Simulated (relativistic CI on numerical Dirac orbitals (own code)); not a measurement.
# Fe²⁺: one ion under different settings

Aim: see what numerical and physical settings do to the SCF, the total energy and the lowest levels of Fe²⁺.

Method: Dirac-Coulomb-Breit CI, KLI orbitals optimised for each configuration, model QED (radiative potential, 1s self-energy scaled to tabulated hydrogen-like ionisation energies), numerical settings as typed. Code: relativistic CI on numerical Dirac orbitals (own code) version 3.

### Step 1. What is computed

* ion: Fe²⁺ (Fe III)
* nuclear charge: 26
* electrons: 24
* isotope: A = 56

### Step 2. The usual input

The run's settings:

```ini
atom Fe  Z=26  charge=2  electrons=24
nucleus A=56  rms_radius_fm=3.7377
hamiltonian dirac-coulomb  breit=on  qed=on  c_scale=1
orbitals kli  potential=per-configuration
slater_scale 1
correlation none
mixing on
grid step=0.0125 r_max=34.3
scf mixing=0.4 start=green max_iterations=150 tolerance=2e-08 node_fill=0.05
configurations
  [Ar] 3d6
end
```

Run with:

```console
$ python run_levels.py task.json out
```

One command runs all members of the session, one after another, from task.json.

### Step 3. Breit term off, node fill 0.01, start potential previous

The run's settings:

```ini
atom Fe  Z=26  charge=2  electrons=24
nucleus A=56  rms_radius_fm=3.7377
hamiltonian dirac-coulomb  breit=off  qed=on  c_scale=1
orbitals kli  potential=per-configuration
slater_scale 1
correlation none
mixing on
grid step=0.0125 r_max=34.3
scf mixing=0.4 start=previous max_iterations=150 tolerance=2e-08 node_fill=0.01
configurations
  [Ar] 3d6
end
```

### Step 4. Breit term off, grid step 0.04

The settings differ from step 3 so:

```diff
@@ -7,4 +7,4 @@
 mixing on
-grid step=0.0125 r_max=34.3
-scf mixing=0.4 start=previous max_iterations=150 tolerance=2e-08 node_fill=0.01
+grid step=0.04 r_max=34.3
+scf mixing=0.4 start=green max_iterations=150 tolerance=2e-08 node_fill=0.05
 configurations
```

### Step 5. Iteration limit 30

The run's settings:

```ini
atom Fe  Z=26  charge=2  electrons=24
nucleus A=56  rms_radius_fm=3.7377
hamiltonian dirac-coulomb  breit=on  qed=on  c_scale=1
orbitals kli  potential=per-configuration
slater_scale 1
correlation none
mixing on
grid step=0.0125 r_max=34.3
scf mixing=0.4 start=green max_iterations=30 tolerance=2e-08 node_fill=0.05
configurations
  [Ar] 3d6
end
```

### Step 6. Slater scale 1.2

The run's settings:

```ini
atom Fe  Z=26  charge=2  electrons=24
nucleus A=56  rms_radius_fm=3.7377
hamiltonian dirac-coulomb  breit=on  qed=on  c_scale=1
orbitals kli  potential=per-configuration
slater_scale 1.2
correlation none
mixing on
grid step=0.0125 r_max=34.3
scf mixing=0.4 start=green max_iterations=150 tolerance=2e-08 node_fill=0.05
configurations
  [Ar] 3d6
end
```

### Step 7. Potential mixing 1.3

The run's settings:

```ini
atom Fe  Z=26  charge=2  electrons=24
nucleus A=56  rms_radius_fm=3.7377
hamiltonian dirac-coulomb  breit=on  qed=on  c_scale=1
orbitals kli  potential=per-configuration
slater_scale 1
correlation none
mixing on
grid step=0.0125 r_max=34.3
scf mixing=1.3 start=green max_iterations=89 tolerance=2e-08 node_fill=0.05
configurations
  [Ar] 3d6
end
```

### Step 8. Tolerance 0.05

The settings differ from step 7 so:

```diff
@@ -8,3 +8,3 @@
 grid step=0.0125 r_max=34.3
-scf mixing=1.3 start=green max_iterations=89 tolerance=2e-08 node_fill=0.05
+scf mixing=0.4 start=green max_iterations=100 tolerance=0.05 node_fill=0.05
 configurations
```

(Steps that only read results are left out.)

Before running it: what results should come out? Wanted: lowest level, usual settings; total energy; first excitation.

As calculated:

| setting | total energy less usual (Ha) | largest shift of a level among the lowest eight of both runs, same label and place (cm⁻¹) | SCF iterations | time | lowest level | kind of change |
| --- | --- | --- | --- | --- | --- | --- |
| usual | 0 | 0 | 11 | 0.046 s | 3d6 5D4 | - |
| Breit term off, node fill 0.01, start potential previous | -0.468 | 161 | 11 | 0.043 s | 3d6 5D4 | model term |
| Breit term off, grid step 0.04 | -0.467 | 97.5 | 12 | 0.022 s | 3d6 5D4 | model term |
| iteration limit 30 | 0 | 0 | 11 | 0.045 s | 3d6 5D4 | numerical |
| Slater scale 1.2 | -0.0309 | 4410 | 11 | 0.045 s | 3d6 5D4 | model term |
| potential mixing 1.3 | 0 | 0 | 14 | 0.049 s | 3d6 5D4 | extreme, harmless here |
| tolerance 0.05 | -0.00088 | 210 | 5 | 0.039 s | 3d6 5D4 | unsound |

```
                    quantity          value
lowest level, usual settings        3d6 5D4
                total energy  -1269.9588 Ha
            first excitation     418.7 cm⁻¹
```

Among the runs whose levels can be followed, they move most under «Slater scale 1.2» (model term), by up to 4410 cm⁻¹. No visible change in the result comes from «iteration limit 30» or «potential mixing 1.3». Only the listed configurations are in the model. Near neutrality, missing correlation can shift configurations against each other by thousands of cm⁻¹.
